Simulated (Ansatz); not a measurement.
# BH₄NOSi: how energies converge with the basis set

The task here is to estimate one member of a computed series from the others.

Method: one geometry, several basis sets; program: Ansatz 0.2.0, Gaussian basis.

The runs, in order: PBE0-D4/def2-SVP; ωB97M-V/def2-SVP; PBE0-D4/def2-QZVPP; ωB97M-V/def2-QZVPP; the functionals' def2-TZVPP values are taken from earlier runs.

### The relaxed structure

The geometry comes from an earlier relaxation with PBE0-D4 in a triple-zeta def2 set; it is a stationary point, not always the lowest conformer.

SMILES `OB1N[SiH2]1`, 8 atoms, charge 0, spin multiplicity 1.

Atoms are counted from 1 here; the program's logs count them from 0.

Bond lengths: O1–B2 1.350 Å, O1–H5 0.962 Å, B2–N3 1.394 Å, B2–Si4 1.923 Å, N3–Si4 1.759 Å, N3–H6 1.009 Å, Si4–H7 1.488 Å, Si4–H8 1.488 Å. Angles: B2–O1–H5 113.7°, O1–B2–N3 139.4°, O1–B2–Si4 158.9°, N3–B2–Si4 61.6°, B2–N3–Si4 74.2°, B2–N3–H6 140.3°, Si4–N3–H6 145.5°, B2–Si4–N3 44.2°, B2–Si4–H7 125.7°, B2–Si4–H8 125.7°, N3–Si4–H7 115.8°, N3–Si4–H8 115.8°, H7–Si4–H8 108.5°.

Set-up of the first run:

Input file in.yaml:

```yaml
crystal:
  periodic: [false, false, false]
  atoms:
    - {symbol: O, position_ang: [0.885740, 1.819277, 0.641597]}
    - {symbol: B, position_ang: [0.390488, 0.624274, 0.253888]}
    - {symbol: N, position_ang: [-0.746869, 0.096627, -0.355293]}
    - {symbol: Si, position_ang: [0.303349, -1.276184, -0.028882]}
    - {symbol: H, position_ang: [0.299726, 2.559299, 0.456021]}
    - {symbol: H, position_ang: [-1.630762, 0.394726, -0.738904]}
    - {symbol: H, position_ang: [-0.221000, -2.275102, 0.940761]}
    - {symbol: H, position_ang: [0.811528, -2.000117, -1.224990]}
basis:
  gaussian: {orbitals: def2-SVP}
hamiltonian: {xc: pbe0, dispersion: d4}
output: {orbitals: {seedname: orbitals}}
```

Launch:

```console
$ ansatz run in.yaml --threads 2 --pin off --events-out ev --progress --plain --max-ram 4352MiB
```

Steps of the session up to this table: PBE0-D4 in def2-SVP; ωB97M-V in def2-SVP; PBE0-D4 in def2-QZVPP; ωB97M-V in def2-QZVPP.

One table of the session follows, with a row left open; its other results are not shown here.

It belongs to the step «Functionals by basis». 

| functional | basis | HOMO (eV) | LUMO (eV) |
| --- | --- | --- | --- |
| PBE0-D4 | def2-SVP | -6.96 | 0.21 |
| PBE0-D4 | def2-TZVPP | -7.05 | -0.27 |
| PBE0-D4 | def2-QZVPP | -7.07 | -0.42 |
| ωB97M-V | def2-SVP | ? | ? |
| ωB97M-V | def2-TZVPP | -9.16 | 1.34 |
| ωB97M-V | def2-QZVPP | -9.18 | 0.98 |

**Question.** Estimate the row for ωB97M-V, def2-SVP.

**Answer.** HOMO (eV): -9.02; LUMO (eV): 2.07. In the column «HOMO (eV)» it lies between ωB97M-V, def2-TZVPP (-9.16) and PBE0-D4, def2-QZVPP (-7.07).
